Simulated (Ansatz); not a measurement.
NiMoIrPdW:

```
Ni Mo Pd Ir W
1.0
     2.76616    0.00000    0.00000
    -1.38308    2.39557    0.00000
     0.00000    0.00000   11.02292
Ni Mo Pd Ir W
1 1 1 1 1
Direct
  0.33333 0.66667 0.59712
  0.00000 0.00000 0.41074
  0.66667 0.33333 0.79520
  0.66667 0.33333 0.19960
  0.33333 0.66667 0.99734
```

The cell was built by a generator and needn't be a form met in nature.

| Quantity | Value |
| --- | --- |
| Program | Ansatz 0.2.0 |
| Task | relaxation of cell and atoms |
| Functional | PBE |
| Dispersion | D4 |
| Potentials or basis | Ansatz PAW |
| Cutoff | 420 eV (not typed: the program's choice for these potentials) |
| k mesh | 8 × 8 × 2 |
| Occupations | fermi-dirac, width 0.05 eV |
| Spin | collinear spin, ferromagnetic start |
| Starting moments | [1.0, 1.0, 0.0, 0.6, 0.0] μB |

At the start: volume 14.61 Å³/atom.

Q: Where does the relaxation end?

A: It ends after 5 steps and the volume is 14.31 Å³/atom (-2.1 %); space group P3m1 (No. 156, to 0.05 Å); moment 0.00 μB per cell.

Step by step:
```csv
step,energy change (eV),largest force (eV/Å),volume (Å³)
1,0.0000,0.1169,73.04
2,-0.0264,0.0362,71.66
3,-0.0267,0.0135,71.54
4,-0.0267,0.0010,71.54
5,-0.0260,0.0010,71.54
```

Final structure:
```
Ni Mo Pd Ir W
1.0
     2.74588    0.00000    0.00000
    -1.37294    2.37801    0.00000
     0.00000    0.00000   10.95562
Ni Mo Pd Ir W
1 1 1 1 1
Direct
  0.33333 0.66667 0.59676
  0.00000 0.00000 0.41028
  0.66667 0.33333 0.79509
  0.66667 0.33333 0.20052
  0.33333 0.66667 0.99736
```

Caveat: the plane-wave basis is chosen anew once the cell has moved, so the energies of steps on either side of that aren't comparable; pairwise dispersion overbinds metals, which lowers pressure and volume; the starting moments weren't kept.
